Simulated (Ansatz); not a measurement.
# GaGeHN: the cost of one run

Computed with Ansatz 0.2.0, Gaussian basis. Level: UKS PBE0/def2-TZVP.

## Step 1: The system as given

4 atoms, charge 0, spin multiplicity 2.

Atoms are counted from 1 here; the program's logs count them from 0.

Bond lengths: Ga1–N3 1.984 Å, Ge2–N3 1.783 Å, N3–H4 1.016 Å. Angles: Ga1–N3–Ge2 95.6°, Ga1–N3–H4 141.0°, Ge2–N3–H4 123.4°.

The start was built by rule and, where that kept it together, relaxed with GFN2-xTB. Sticks and bond lists go by distance. No spin-orbit coupling is included. 

## Step 2: Relaxation

The input, in.yaml:

```yaml
crystal:
  periodic: [false, false, false]
  atoms:
    - {symbol: Ga, position_ang: [-0.748012, -1.232826, -0.012686]}
    - {symbol: Ge, position_ang: [0.485328, 1.272737, 0.013273]}
    - {symbol: N, position_ang: [1.059528, -0.415361, -0.005079]}
    - {symbol: H, position_ang: [2.042742, -0.672111, -0.008419]}
basis:
  gaussian: {orbitals: def2-TZVP}
magnetization: {spin_polarized: true, initial_magnetization: 1}
hamiltonian: {xc: pbe0}
relax: {f_tol: 0.004, max_steps: 80}
```

Started as:

```sh
$ ansatz run in.yaml --threads 1 --pin off --events-out ev --progress --plain --max-ram 2176MiB
```

Q: Estimate wall time and peak memory on 1 thread of Intel Xeon Platinum 8488C, shared host.

About 55 s, with a peak of 0.42 GiB.
